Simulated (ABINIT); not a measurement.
Input of an ABINIT 10.8.3 (patched build) run:

The input run.abi:

```
# Pseudopotentials
pp_dirpath "./"
pseudos "Ru.GGA_PBE-JTH.xml, Sc.GGA_PBE-JTH.xml"

# Structure
acell 7.4425672891 7.4425672891 7.4425672891
rprim
     1.0000000000     0.0000000000     0.0000000000
     0.0000000000     1.0000000000     0.0000000000
     0.0000000000     0.0000000000     1.0000000000
ntypat 2
znucl 44 21
natom 4
typat 1 1 1 2
xcart
     3.7478684949     3.6784963252    -0.0003572432
     3.7287410970     0.0164778440     3.7257342998
    -0.0510113562     3.6981670305     3.6220891077
    -0.0037361688     0.0107470672     0.0577543222
chkprim 0
chksymtnons 0
tolsym 1.0e-6

# Plane-wave basis
ecut 408.170794 eV
pawecutdg 30.0
pawxcdev 0

# k points
kptopt 1
ngkpt 7 7 7
nshiftk 1
shiftk 0.0 0.0 0.0

# Exchange and correlation
ixc 11

# Bands and occupations
nband 36
occopt 3
tsmear 0.00183747

# SCF cycle
nstep 100
tolvrs 1.0e-9

# Output
iomode 3
prtwf 0
prtden 0
prteig 0
prtebands 0
```

Potentials or basis: JTH PAW PBE v2.0.

The run is started by

```console
$ abinit run.abi > log 2>&1
```

Predict the largest force.

0.574 eV/Å.

What does it give for the band gap on the k mesh?

None (metal or under the smearing width).

What does it give for the pressure?

-1.5 GPa.

Forces on the atoms (eV/Å):
```
Ru  -0.126  0.174 -0.113
Ru  -0.081 -0.073  0.184
Ru   0.066  0.131  0.434
Sc   0.142 -0.232 -0.505
```
